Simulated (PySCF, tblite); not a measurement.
**C3H9Cl2FSi2: geometry, infrared bands and NMR shifts**

What infrared bands and NMR shifts should C3H9Cl2FSi2 (`F[C@](Cl)(C[SiH3])[SiH2]CCl`) show?

The runs use tblite 0.8.0 and PySCF 2.14.0, with density-fitted response routines of our own; the level of theory stands in each step. All values are computed, except where a source is named. Atoms are numbered from 0 throughout.

### Step 1. Starting geometry

17 atoms, charge 0, multiplicity 1; geometry from: force field or distance geometry start.

Bonds of the start (Å): F0–C1 1.36, C1–Cl2 1.83, C1–C3 1.53, C3–Si4 1.86, C1–Si5 1.87, Si5–C6 1.85, C6–Cl7 1.78, C3–H8 1.10, C3–H9 1.11, Si4–H10 1.49, Si4–H11 1.48, Si4–H12 1.49, Si5–H13 1.49, Si5–H14 1.50, C6–H15 1.08, C6–H16 1.10.

### Step 2. Optimising the geometry with GFN2-xTB

What the job is given:

```
{"job": {"kind": "relax", "xc": "GFN2-xTB", "basis": "xTB"}, "charge": 0, "multiplicity": 1}
F     -0.234300    -1.206900    -1.163500
C     -0.017900    -0.856900     0.128600
Cl     0.905200    -2.243700     0.881700
C     -1.357500    -0.740400     0.854000
Si    -2.616700     0.422500     0.140900
Si     1.166800     0.590600     0.154500
C      2.668500     0.231300    -0.864800
Cl     3.736500     1.660700    -0.876400
H     -1.837900    -1.735400     0.860300
H     -1.206400    -0.478000     1.919100
H     -2.876300     0.103100    -1.292700
H     -2.127100     1.815300     0.243700
H     -3.892400     0.322900     0.901100
H      0.486700     1.799200    -0.379500
H      1.539900     0.931400     1.565600
H      2.405000    -0.001100    -1.885600
H      3.251100    -0.602700    -0.457400
```

On the command line:

```sh
$ OMP_NUM_THREADS=1 python probes_run.py task.json out
```

One launch serves the whole session: the jobs run in the order shown.

**Question.** This job is followed by: GFN2-xTB harmonic vibrations, gas phase; GIAO PBE0/pcSseg-1 NMR shielding, non-relativistic, gas phase. Predict these results of the whole session: strongest single infrared mode (GFN2-xTB); zero-point energy (GFN2-xTB); ¹³C shifts against TMS (PBE0/pcSseg-1); ¹H shifts against TMS (PBE0/pcSseg-1, means over atoms taken as alike); ¹⁹F shifts against CFCl3 (PBE0/pcSseg-1); ³⁵Cl shifts against HCl (PBE0/pcSseg-1); ²⁹Si shifts against TMS (PBE0/pcSseg-1).

The runs gave:

| quantity | value |
| --- | --- |
| strongest single infrared mode (GFN2-xTB) | 2296 cm⁻¹, 316 km/mol |
| zero-point energy (GFN2-xTB) | 65.7 kcal/mol |
| ¹³C shifts against TMS (PBE0/pcSseg-1) | 121.3, 29.5, 27.9 ppm |
| ¹H shifts against TMS (PBE0/pcSseg-1, means over atoms taken as alike) | 4.53, 4.13, 3.97, 3.61, 3.37, 2.34, 1.54 ppm |
| ¹⁹F shifts against CFCl3 (PBE0/pcSseg-1) | -135.9 ppm |
| ³⁵Cl shifts against HCl (PBE0/pcSseg-1) | 350, -2 ppm |
| ²⁹Si shifts against TMS (PBE0/pcSseg-1) | -38.8, -77.0 ppm |

In words: The optimisation took 47 steps and gained 0.213 eV; among the close pairs (by a distance rule), C1–Si5 changed most, from 1.871 to 1.931 Å. All 45 modes are real, so the xTB geometry is a minimum. The strongest single mode, at 2296 cm⁻¹, moves mainly H13. GFN2-xTB is a fitted tight-binding method: band positions and strengths are rough. Its intensities can rank the bands wrongly. At PBE0/pcSseg-1: Shielding is most anisotropic at Cl2 (span 675 ppm, paramagnetic term -548 ppm).
